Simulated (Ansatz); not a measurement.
**Co (Cobalt): how the settings move a single-point run**

Aim: see which settings change the result for Co (Cobalt), by how much, and at what cost.

Computed with Ansatz 0.2.0 (reference: DFT, PBE, all-electron LAPW, scalar-relativistic, unless a step's input says otherwise).

### 1 Starting point

The structure is hexagonal, space group P6_3/mmc (No. 194). The conventional cell has a = 2.507 Å, b = 2.507 Å, c = 4.070 Å, α = 90.00°, β = 90.00°, γ = 120.00°. Co (site symmetry -6m2) is surrounded by 12 Co at 2.50 to 2.51 Å.

As a file:

```cif
data_structure
_symmetry_space_group_name_H-M 'P 1'
_symmetry_Int_Tables_number 1
_cell_length_a 2.5074
_cell_length_b 2.5074
_cell_length_c 8.1398
_cell_angle_alpha 90.000
_cell_angle_beta 90.000
_cell_angle_gamma 60.000
_cell_volume 44.32
loop_
_atom_site_label
_atom_site_type_symbol
_atom_site_fract_x
_atom_site_fract_y
_atom_site_fract_z
_atom_site_occupancy
Co1 Co 0.66667 0.66667 0.12500 1
Co2 Co 0.66667 0.66667 0.62500 1
Co3 Co 0.33333 0.33333 0.37500 1
Co4 Co 0.33333 0.33333 0.87500 1
```

### 2 The reference run

File input.yaml:

```yaml
crystal:
  lattice:
    - [2.5074, 0.0, 0.0]
    - [1.2537, 2.1714720974, 0.0]
    - [0.0, 0.0, 8.1398]
  atoms:
    - { symbol: Co, position: [0.6666666666, 0.6666666667, 0.125], spin: 1.7 }
    - { symbol: Co, position: [0.6666666666, 0.6666666667, 0.625], spin: -1.7 }
    - { symbol: Co, position: [0.3333333334, 0.3333333333, 0.375], spin: 1.7 }
    - { symbol: Co, position: [0.3333333334, 0.3333333333, 0.875], spin: -1.7 }
magnetization:
  spin_polarized: true
kpoints:
  mp_grid: { grid: [14, 14, 4] }
scf:
  occupations: { method: fermi_dirac, width: 0.08 }
  lower_state_search: "off"
hamiltonian:
  xc: pbe
  pseudopotentials: { kind: all_electron, lapw: { basis_error: 0.001 } }
output:
  forces: true
  stress: true
  eigenvalues: true
  populations: true
```

The run is started by

```
ansatz run input.yaml --threads 2 --pin off --max-ram 6144MiB --backend cpu --events-out ev --progress --plain --runs-dir out
```

### 3 Changed: occupations.width 0.05, preconditioner kerker, scf.algorithm direct_min

Edit input.yaml of step 2 so:

```diff
@@ -15,4 +15,6 @@
 scf:
-  occupations: { method: fermi_dirac, width: 0.08 }
+  occupations: { method: fermi_dirac, width: 0.05 }
   lower_state_search: "off"
+  mixing: { preconditioner: kerker }
+  algorithm: direct_min
 hamiltonian:
```

What does the calculation give? Wanted: for each run, ending; energy change; pressure; abs. moment; force.

**Answer**, as computed:

```tsv
run	ending	energy change	pressure (GPa)	abs. moment (μB)	force (eV/Å)	cycles	time
reference	converged	0	-5.2	6.31	0.68	13	52 s
1: occupations.width 0.05, preconditioner kerker, scf.algorithm direct_min	converged	-1.5 meV/atom (σ→0)	-5.0	6.42	0.71	14	66 s
```

Residual by cycle in the longest SCF loop of each run; runs are numbered as in the table. The quantity is the density residual dr2, in eV.

```tsv
cycle	reference	run 1
1	0.0303	0.0307
2	0.0165	0.0167
3	0.0119	0.012
5	4.6e-4	5.2e-4
6	4.7e-5	4.0e-5
7	1.4e-6	3.0e-6
8	1.2e-6	4.4e-6
9	1.3e-6	7.9e-6
10	4.4e-5	4.5e-7
12	5.4e-8	1.3e-6
13	4.9e-9	3.1e-8
14	-	1.9e-8
```

What this shows: Changing the smearing, mixing and solver moves the energy by -1.5 meV/atom (σ→0 values), and the absolute moment goes from 6.31 to 6.42 μB and the largest force goes from 0.68 to 0.71 eV/Å. Cost: 14 SCF cycles against 13.
